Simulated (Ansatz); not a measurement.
# CH₈NSbSi: up Jacob's ladder to CCSD(T)

One table from this session's results is given with a row withheld; the runs are named, their logs left out.

Program: Ansatz 0.2.0, Gaussian basis. Level of theory: functionals in def2-TZVPP, the program's frozen cores in correlated methods. These are calculated values, not measurements.

Plan: PBE-D4, r2SCAN-D4, PBE0-D4, B3LYP-D4, ωB97X-V, ωB97M-V, B2PLYP; CCSD(T)/def2-TZVPP; MP2/def2-QZVPP; extrapolation to the limit.

## Structure used throughout

An earlier PBE0-D4 in a triple-zeta def2 set relaxation fixed the geometry. Sb takes the def2 core potential; no spin-orbit term is included.

SMILES `N[CH]([SiH3])[SbH2]`, 12 atoms, charge 0, spin multiplicity 1.

Atoms are counted from 1 here; the program's logs count them from 0.

Bond lengths: N1–C2 1.461 Å, N1–H5 1.013 Å, N1–H6 1.015 Å, C2–Si3 1.884 Å, C2–Sb4 2.180 Å, C2–H7 1.097 Å, Si3–H8 1.489 Å, Si3–H9 1.490 Å, Si3–H10 1.491 Å, Sb4–H11 1.708 Å, Sb4–H12 1.713 Å. Angles: C2–N1–H5 111.0°, C2–N1–H6 111.1°, H5–N1–H6 107.4°, N1–C2–Si3 114.1°, N1–C2–Sb4 111.1°, N1–C2–H7 108.9°, Si3–C2–Sb4 110.5°, Si3–C2–H7 109.0°, Sb4–C2–H7 102.6°, C2–Si3–H8 109.2°, C2–Si3–H9 112.6°, C2–Si3–H10 109.1°, H8–Si3–H9 108.9°, H8–Si3–H10 108.0°, H9–Si3–H10 108.9°, C2–Sb4–H11 92.9°, C2–Sb4–H12 92.1°, H11–Sb4–H12 91.2°.

Set-up of the first run:

The input, in.yaml:

```yaml
crystal:
  periodic: [false, false, false]
  atoms:
    - {symbol: N, position_ang: [0.730449, 0.912297, -0.948007]}
    - {symbol: C, position_ang: [-0.388359, 0.418955, -0.148161]}
    - {symbol: Si, position_ang: [0.070197, -0.022708, 1.625502]}
    - {symbol: Sb, position_ang: [-1.368559, -1.266069, -1.124066]}
    - {symbol: H, position_ang: [1.401907, 0.175516, -1.126630]}
    - {symbol: H, position_ang: [1.221910, 1.660154, -0.468338]}
    - {symbol: H, position_ang: [-1.177866, 1.180158, -0.134268]}
    - {symbol: H, position_ang: [1.025703, -1.165089, 1.614167]}
    - {symbol: H, position_ang: [-1.115608, -0.392082, 2.448597]}
    - {symbol: H, position_ang: [0.752708, 1.142860, 2.257604]}
    - {symbol: H, position_ang: [-1.185694, -0.582648, -2.679111]}
    - {symbol: H, position_ang: [0.110210, -2.116644, -1.283290]}
basis:
  gaussian: {orbitals: def2-TZVPP}
hamiltonian: {xc: pbe, dispersion: d4}
output: {forces: true, orbitals: {seedname: orbitals}}
```

Started as:

```console
$ ansatz run in.yaml --threads 4 --pin off --events-out ev --progress --plain --max-ram 10444MiB
```

Among the steps run: PBE-D4 (GGA); r2SCAN-D4 (meta-GGA); PBE0-D4 (hybrid); B3LYP-D4 (hybrid); ωB97X-V (range-separated); ωB97M-V (range-separated); B2PLYP (double hybrid); CCSD(T) in def2-TZVPP; MP2 in def2-QZVPP.

One table of the session follows, with a row left open; its other results are not shown here.

It belongs to the step «Atomisation energies». 

| method | atomisation energy (kJ/mol) |
| --- | --- |
| PBE-D4 | 3663.1 |
| r2SCAN-D4 | 3605.9 |
| PBE0-D4 | 3604.1 |
| B3LYP-D4 | 3648.9 |
| ωB97X-V | 3662.6 |
| ωB97M-V | 3632.0 |
| B2PLYP | 3574.9 |
| HF/def2-TZVPP | 2498.6 |
| MP2/def2-TZVPP | 3500.2 |
| CCSD/def2-TZVPP | ? |
| CCSD(T)/def2-TZVPP | 3524.5 |
| MP2/CBS | 3611.8 |
| CCSD(T)/CBS | 3636.1 |

**Question.** Estimate the row for CCSD/def2-TZVPP.

**Answer.** atomisation energy (kJ/mol): 3470.9. In the column «atomisation energy (kJ/mol)» it lies between HF/def2-TZVPP (2498.6) and MP2/def2-TZVPP (3500.2).

Limits of these values: Free atoms (1 N, 1 C, 1 Si, 1 Sb, 8 H) were run apart at each level; the atomisation energy is their sum less the molecule, without zero-point or spin-orbit terms.
